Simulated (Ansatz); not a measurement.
# Ge: the cost of one run

All numbers below are computed with Ansatz 0.2.0 (DFT PBE+D3(BJ), plane waves, PAW, scalar-relativistic, no spin polarisation).

### 1 Starting point

The cell holds 17 atoms (Ge17): a = 8.004 Å, b = 8.004 Å, c = 8.004 Å, α = 60.00°, β = 60.00°, γ = 60.00°.

Its coordinates follow in the input file.

### 2 Preparing the start

input.yaml

```yaml
accuracy: low
crystal:
  lattice:
    - [0.0, 5.66, 5.66]
    - [5.66, 0.0, 5.66]
    - [5.66, 5.66, 0.0]
  atoms:
    - { symbol: Ge, position: [0.0, 0.0, 0.0] }
    - { symbol: Ge, position: [0.125, 0.125, 0.125] }
    - { symbol: Ge, position: [0.0, 0.0, 0.5] }
    - { symbol: Ge, position: [0.125, 0.125, 0.625] }
    - { symbol: Ge, position: [0.0, 0.5, 0.0] }
    - { symbol: Ge, position: [0.125, 0.625, 0.125] }
    - { symbol: Ge, position: [0.0, 0.5, 0.5] }
    - { symbol: Ge, position: [0.125, 0.625, 0.625] }
    - { symbol: Ge, position: [0.5, 0.0, 0.0] }
    - { symbol: Ge, position: [0.625, 0.125, 0.125] }
    - { symbol: Ge, position: [0.5, 0.0, 0.5] }
    - { symbol: Ge, position: [0.625, 0.125, 0.625] }
    - { symbol: Ge, position: [0.5, 0.5, 0.0] }
    - { symbol: Ge, position: [0.625, 0.625, 0.125] }
    - { symbol: Ge, position: [0.5, 0.5, 0.5] }
    - { symbol: Ge, position: [0.625, 0.625, 0.625] }
    - { symbol: Ge, position: [0.7476643, 0.743379, 0.7442272] }
basis:
  ecutwfc: 420.0
kpoints:
  mp_grid: { grid: [2, 2, 2] }
hamiltonian:
  xc: pbe
  dispersion: d3bj
scf:
  occupations: { method: fermi_dirac, width: 0.05 }
  lower_state_search: "off"
relax:
  f_tol: 0.08
  max_steps: 25
  adjacent_minimum: "off"
output:
  write_density: true
  write_potential: true
  elf: true
  volumetric_format: npy
```

Launch:

```sh
ansatz run input.yaml --threads 2 --pin off --max-ram 5120MiB --backend cpu --events-out ev --progress --plain --runs-dir out
```

What time and memory should one allow on 2 threads of Intel Xeon Platinum 8488C (Sapphire Rapids), shared host?

About 28 s, with a peak of 1.1 GiB.
